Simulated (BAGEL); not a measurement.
# doublet C2H4SSi+ at 4 levels

Aim: a comparison of 4 runs (UHF/3-21G, ROHF/6-31G*, ROHF/cc-pVDZ, UHF/cc-pVDZ) of doublet C2H4SSi+. 

The results are computed with BAGEL 1.2.2.

## 1. The system as given

The species is C2H4SSi+ (8 atoms), meant as a doublet with charge +1. SMILES of the parent species: `[SiH3]C#CS`. The coordinates come from a PBE0-D4/def2-TZVP relaxation. That shape belongs to the parent species and isn't relaxed for this state.

Bond lengths: Si1–C2 1.816 Å, C2–C3 1.214 Å, C3–S4 1.675 Å, Si1–H5 1.484 Å, Si1–H6 1.484 Å, Si1–H7 1.484 Å, S4–H8 1.346 Å. Angles: Si1–C2–C3 179.1°, C2–C3–S4 175.3°, C2–Si1–H5 110.0°, C2–Si1–H6 110.0°, C2–Si1–H7 108.6°, C3–S4–H8 96.8°, H5–Si1–H6 109.2°, H5–Si1–H7 109.5°, H6–Si1–H7 109.5°.

## 2. A single-point energy at UHF/3-21G (density fitting with qzvpp-jkfit) (run 1)

File job.json:

```json
{ "bagel": [

{
  "title": "molecule",
  "basis": "3-21g",
  "df_basis": "qzvpp-jkfit",
  "angstrom": true,
  "geometry": [
    { "atom": "Si", "xyz": [   -0.315300,    1.472200,   -0.615100 ] },
    { "atom": "C", "xyz": [   -0.112800,   -0.194000,    0.079300 ] },
    { "atom": "C", "xyz": [    0.040500,   -1.305700,    0.541200 ] },
    { "atom": "S", "xyz": [    0.116100,   -2.848300,    1.189600 ] },
    { "atom": "H", "xyz": [   -1.151000,    1.412300,   -1.840200 ] },
    { "atom": "H", "xyz": [   -0.967800,    2.361000,    0.378600 ] },
    { "atom": "H", "xyz": [    1.025200,    2.010600,   -0.955600 ] },
    { "atom": "H", "xyz": [    1.457300,   -2.965300,    1.166400 ] }
  ]
},
{
  "title": "uhf",
  "charge": 1,
  "nopen": 1
},
{
  "title": "print",
  "file": "orbitals.molden",
  "orbitals": true
}

]}
```

Run with:

```
$ BAGEL_NUM_THREADS=1 BAGEL job.json > job.out
```

Log:

```text
* using 1 threads per process

  ===============================================================
  ===============================================================

  *** Geometry ***

  { "atom" : "Si", "xyz" : [     -0.595831,      2.782055,     -1.162371 ] },
  { "atom" : "C", "xyz" : [     -0.213161,     -0.366607,      0.149855 ] },
  { "atom" : "C", "xyz" : [      0.076534,     -2.467415,      1.022720 ] },
  { "atom" : "S", "xyz" : [      0.219397,     -5.382507,      2.248018 ] },
  { "atom" : "H", "xyz" : [     -2.175075,      2.668860,     -3.477474 ] },
  { "atom" : "H", "xyz" : [     -1.828877,      4.461643,      0.715450 ] },
  { "atom" : "H", "xyz" : [      1.937347,      3.799483,     -1.805822 ] },
  { "atom" : "H", "xyz" : [      2.753898,     -5.603605,      2.204177 ] },

  Number of auxiliary basis functions:      478

  Since a DF basis is specified, we compute 2- and 3-index integrals:
    o Being stored without compression. Storage requirement is 0.010 GB

  Number of basis functions:       52
  Number of electrons      :       46

    * METHOD: MOLECULE                             0.15

  *** Open-shell HF ***

  === Nuclear Repulsion ===
   164.7210868156

      * DIIS with orbital gradients will be used.

  === UHF iteration (3-21g) ===
      0       -760.10926394          0.02472111           0.06
      1       -760.18239709          0.01172884           0.06
      2       -760.19136678          0.00764421           0.06
      3       -760.19567331          0.00139658           0.06
      4       -760.19656642          0.00055341           0.06
      5       -760.19684345          0.00035620           0.06
      6       -760.19716525          0.00030119           0.06
      7       -760.19755637          0.00022186           0.06
      8       -760.19798766          0.00011797           0.06
      9       -760.19812943          0.00008470           0.06
[... 15 lines of this table left out ...]
     25       -760.19839244          0.00000003           0.06
     26       -760.19839244          0.00000001           0.06
     27       -760.19839244          0.00000001           0.06
     28       -760.19839244          0.00000000           0.06
    * SCF iteration converged.

    * S^2 (UHF) is 0.8881

    * Permanent dipole moment:
           (   -0.717140,     1.453673,    -0.577963) a.u.

    * METHOD: UHF                                  1.84

    * METHOD: PRINT                                0.01

  ===============================================================
```

Wall time 2.2 s (1 thread of Intel Xeon Platinum 8488C (Sapphire Rapids), shared host).

## 3. A single-point energy at ROHF/6-31G(d) (density fitting with qzvpp-jkfit, spherical functions) (run 2)

File calc.json:

```json
{ "bagel": [

{
  "title": "molecule",
  "basis": "6-31gs.json",
  "df_basis": "qzvpp-jkfit",
  "angstrom": true,
  "geometry": [
    { "atom": "Si", "xyz": [      -0.315300,       1.472200,      -0.615100 ] },
    { "atom": "C", "xyz": [      -0.112800,      -0.194000,       0.079300 ] },
    { "atom": "C", "xyz": [       0.040500,      -1.305700,       0.541200 ] },
    { "atom": "S", "xyz": [       0.116100,      -2.848300,       1.189600 ] },
    { "atom": "H", "xyz": [      -1.151000,       1.412300,      -1.840200 ] },
    { "atom": "H", "xyz": [      -0.967800,       2.361000,       0.378600 ] },
    { "atom": "H", "xyz": [       1.025200,       2.010600,      -0.955600 ] },
    { "atom": "H", "xyz": [       1.457300,      -2.965300,       1.166400 ] }
  ]
},

{ "title": "rohf", "charge": 1, "nopen": 1 },

{ "title": "print", "file": "orbitals.molden", "orbitals": true }

]}
```

The basis set 6-31G* is read from a file made from the Basis Set Exchange's data (not shown).

Run with:

```
$ BAGEL_NUM_THREADS=1 BAGEL calc.json > calc.out
```

Log:

```text
* using 1 threads per process

  ===============================================================
  ===============================================================

  *** Geometry ***

  { "atom" : "Si", "xyz" : [     -0.595831,      2.782055,     -1.162371 ] },
  { "atom" : "C", "xyz" : [     -0.213161,     -0.366607,      0.149855 ] },
  { "atom" : "C", "xyz" : [      0.076534,     -2.467415,      1.022720 ] },
  { "atom" : "S", "xyz" : [      0.219397,     -5.382507,      2.248018 ] },
  { "atom" : "H", "xyz" : [     -2.175075,      2.668860,     -3.477474 ] },
  { "atom" : "H", "xyz" : [     -1.828877,      4.461643,      0.715450 ] },
  { "atom" : "H", "xyz" : [      1.937347,      3.799483,     -1.805822 ] },
  { "atom" : "H", "xyz" : [      2.753898,     -5.603605,      2.204177 ] },

  Number of auxiliary basis functions:      478

  Since a DF basis is specified, we compute 2- and 3-index integrals:
    o Being stored without compression. Storage requirement is 0.020 GB

  Number of basis functions:       72
  Number of electrons      :       46

    * METHOD: MOLECULE                             0.21

  *** Open-shell HF ***

  === Nuclear Repulsion ===
   164.7210868156

      * DIIS with orbital gradients will be used.

  === ROHF iteration (6-31gs.json) ===
      0       -763.99424060          0.02733852           0.10
      1       -764.08321393          0.01423620           0.09
      2       -764.09705606          0.00931271           0.09
      3       -764.10746360          0.00190400           0.09
      4       -764.10819966          0.00089905           0.09
      5       -764.10848512          0.00058654           0.09
      6       -764.10883474          0.00055467           0.09
      7       -764.10943505          0.00043058           0.10
      8       -764.10991469          0.00026032           0.09
      9       -764.11022338          0.00016376           0.09
[... 10 lines of this table left out ...]
     20       -764.11040435          0.00000006           0.09
     21       -764.11040438          0.00000002           0.09
     22       -764.11040435          0.00000001           0.09
     23       -764.11040435          0.00000000           0.09
    * SCF iteration converged.

    * S^2 (ROHF) is 0.7500

    * Permanent dipole moment:
           (   -0.530046,     0.826744,    -0.323181) a.u.

    * METHOD: ROHF                                 2.38

    * METHOD: PRINT                                0.01

  ===============================================================
```

Wall time 2.8 s (1 thread of Intel Xeon Platinum 8488C (Sapphire Rapids), shared host); peak memory 0.1 GiB.

## 4. The energy at ROHF/cc-pVDZ (density fitting with qzvpp-jkfit) (run 3)

File input.json:

```json
{ "bagel" : [

{
  "title" : "molecule",
  "basis" : "cc-pvdz.json",
  "df_basis" : "qzvpp-jkfit",
  "angstrom" : "true",
  "geometry" : [
    { "atom" : "Si", "xyz" : [      -0.315300,       1.472200,      -0.615100 ] },
    { "atom" : "C", "xyz" : [      -0.112800,      -0.194000,       0.079300 ] },
    { "atom" : "C", "xyz" : [       0.040500,      -1.305700,       0.541200 ] },
    { "atom" : "S", "xyz" : [       0.116100,      -2.848300,       1.189600 ] },
    { "atom" : "H", "xyz" : [      -1.151000,       1.412300,      -1.840200 ] },
    { "atom" : "H", "xyz" : [      -0.967800,       2.361000,       0.378600 ] },
    { "atom" : "H", "xyz" : [       1.025200,       2.010600,      -0.955600 ] },
    { "atom" : "H", "xyz" : [       1.457300,      -2.965300,       1.166400 ] }
  ]
},

{
  "title" : "rohf",
  "charge" : 1,
  "nopen" : 1
},

{
  "title" : "print",
  "file" : "orbitals.molden",
  "orbitals" : "true"
}

]}
```

The basis set cc-pVDZ is read from a file made from the Basis Set Exchange's data (not shown).

Run with:

```
$ BAGEL_NUM_THREADS=1 BAGEL input.json > input.out
```

Log:

```text
* using 1 threads per process

  ===============================================================
  ===============================================================

  *** Geometry ***

  { "atom" : "Si", "xyz" : [     -0.595831,      2.782055,     -1.162371 ] },
  { "atom" : "C", "xyz" : [     -0.213161,     -0.366607,      0.149855 ] },
  { "atom" : "C", "xyz" : [      0.076534,     -2.467415,      1.022720 ] },
  { "atom" : "S", "xyz" : [      0.219397,     -5.382507,      2.248018 ] },
  { "atom" : "H", "xyz" : [     -2.175075,      2.668860,     -3.477474 ] },
  { "atom" : "H", "xyz" : [     -1.828877,      4.461643,      0.715450 ] },
  { "atom" : "H", "xyz" : [      1.937347,      3.799483,     -1.805822 ] },
  { "atom" : "H", "xyz" : [      2.753898,     -5.603605,      2.204177 ] },

  Number of auxiliary basis functions:      478

  Since a DF basis is specified, we compute 2- and 3-index integrals:
    o Being stored without compression. Storage requirement is 0.027 GB

  Number of basis functions:       84
  Number of electrons      :       46

    * METHOD: MOLECULE                             0.21

  *** Open-shell HF ***

  === Nuclear Repulsion ===
   164.7210868156

      * DIIS with orbital gradients will be used.

  === ROHF iteration (cc-pvdz.json) ===
      0       -763.98646967          0.02870288           0.12
      1       -764.08888565          0.02046156           0.12
      2       -764.11214281          0.01595604           0.12
      3       -764.15057157          0.00189025           0.12
      4       -764.15131903          0.00083482           0.12
      5       -764.15162282          0.00055395           0.12
      6       -764.15190508          0.00054039           0.12
      7       -764.15253531          0.00046646           0.12
      8       -764.15325947          0.00030881           0.12
      9       -764.15369641          0.00027664           0.12
[... 10 lines of this table left out ...]
     20       -764.15405872          0.00000003           0.11
     21       -764.15405870          0.00000002           0.12
     22       -764.15405870          0.00000001           0.12
     23       -764.15405870          0.00000000           0.12
    * SCF iteration converged.

    * S^2 (ROHF) is 0.7500

    * Permanent dipole moment:
           (   -0.534455,     0.806527,    -0.314229) a.u.

    * METHOD: ROHF                                 2.95

    * METHOD: PRINT                                0.01

  ===============================================================
```

It took 3.6 s on 1 thread of Intel Xeon Platinum 8488C (Sapphire Rapids), shared host; peak memory 0.12 GiB.

## 5. The energy at UHF/cc-pVDZ (density fitting with qzvpp-jkfit) (run 4)

File input.json:

```json
{ "bagel" : [

{
  "title" : "molecule",
  "basis" : "cc-pvdz.json",
  "df_basis" : "qzvpp-jkfit",
  "angstrom" : true,
  "geometry" : [
    { "atom" : "Si", "xyz" : [   -0.315300,    1.472200,   -0.615100 ] },
    { "atom" : "C", "xyz" : [   -0.112800,   -0.194000,    0.079300 ] },
    { "atom" : "C", "xyz" : [    0.040500,   -1.305700,    0.541200 ] },
    { "atom" : "S", "xyz" : [    0.116100,   -2.848300,    1.189600 ] },
    { "atom" : "H", "xyz" : [   -1.151000,    1.412300,   -1.840200 ] },
    { "atom" : "H", "xyz" : [   -0.967800,    2.361000,    0.378600 ] },
    { "atom" : "H", "xyz" : [    1.025200,    2.010600,   -0.955600 ] },
    { "atom" : "H", "xyz" : [    1.457300,   -2.965300,    1.166400 ] }
  ]
},
{ "title" : "uhf", "charge" : 1, "nopen" : 1 },
{ "title" : "print", "file" : "orbitals.molden", "orbitals" : true }

]}
```

The basis set cc-pVDZ is read from a file made from the Basis Set Exchange's data (not shown).

Run with:

```
$ BAGEL_NUM_THREADS=1 BAGEL input.json > input.out
```

Log:

```text
* using 1 threads per process

  ===============================================================
  ===============================================================

  *** Geometry ***

  { "atom" : "Si", "xyz" : [     -0.595831,      2.782055,     -1.162371 ] },
  { "atom" : "C", "xyz" : [     -0.213161,     -0.366607,      0.149855 ] },
  { "atom" : "C", "xyz" : [      0.076534,     -2.467415,      1.022720 ] },
  { "atom" : "S", "xyz" : [      0.219397,     -5.382507,      2.248018 ] },
  { "atom" : "H", "xyz" : [     -2.175075,      2.668860,     -3.477474 ] },
  { "atom" : "H", "xyz" : [     -1.828877,      4.461643,      0.715450 ] },
  { "atom" : "H", "xyz" : [      1.937347,      3.799483,     -1.805822 ] },
  { "atom" : "H", "xyz" : [      2.753898,     -5.603605,      2.204177 ] },

  Number of auxiliary basis functions:      478

  Since a DF basis is specified, we compute 2- and 3-index integrals:
    o Being stored without compression. Storage requirement is 0.027 GB

  Number of basis functions:       84
  Number of electrons      :       46

    * METHOD: MOLECULE                             0.21

  *** Open-shell HF ***

  === Nuclear Repulsion ===
   164.7210868156

      * DIIS with orbital gradients will be used.

  === UHF iteration (cc-pvdz.json) ===
      0       -763.98646967          0.02870288           0.12
      1       -764.10118758          0.01956357           0.12
      2       -764.12966650          0.01443185           0.12
      3       -764.15997040          0.00166868           0.11
      4       -764.16168397          0.00083104           0.11
      5       -764.16219154          0.00034150           0.12
      6       -764.16257786          0.00024078           0.12
      7       -764.16288584          0.00015707           0.12
      8       -764.16312764          0.00007367           0.12
      9       -764.16324791          0.00002996           0.11
[... 23 lines of this table left out ...]
     33       -764.16349629          0.00000009           0.12
     34       -764.16349629          0.00000005           0.12
     35       -764.16349629          0.00000002           0.11
     36       -764.16349629          0.00000001           0.11
    * SCF iteration converged.

    * S^2 (UHF) is 0.8762

    * Permanent dipole moment:
           (   -0.599214,     1.377807,    -0.551907) a.u.

    * METHOD: UHF                                  4.43

    * METHOD: PRINT                                0.01

  ===============================================================
```

It took 5.1 s on 1 thread of Intel Xeon Platinum 8488C (Sapphire Rapids), shared host; peak memory 0.12 GiB.

## 6. All runs side by side

```csv
run,level,energy (Eh),⟨S²⟩,wall time
1,UHF/3-21G (density fitting with qzvpp-jkfit),-760.198392,0.888,2.2 s
2,"ROHF/6-31G* (density fitting with qzvpp-jkfit, spherical functions)",-764.110404,0.750,2.8 s
3,ROHF/cc-pVDZ (density fitting with qzvpp-jkfit),-764.154059,0.750,3.6 s
4,UHF/cc-pVDZ (density fitting with qzvpp-jkfit),-764.163496,0.876,5.1 s
```

## 7. Results

| quantity | value |
| --- | --- |
| run 4: total energy | -764.16350 Eh |
| run 4: ⟨S²⟩ | 0.876 |

In words: Spin contamination of the reference: run 1 ⟨S²⟩ = 0.89, run 4 ⟨S²⟩ = 0.88. All runs together took 14 s, the longest 5.1 s.
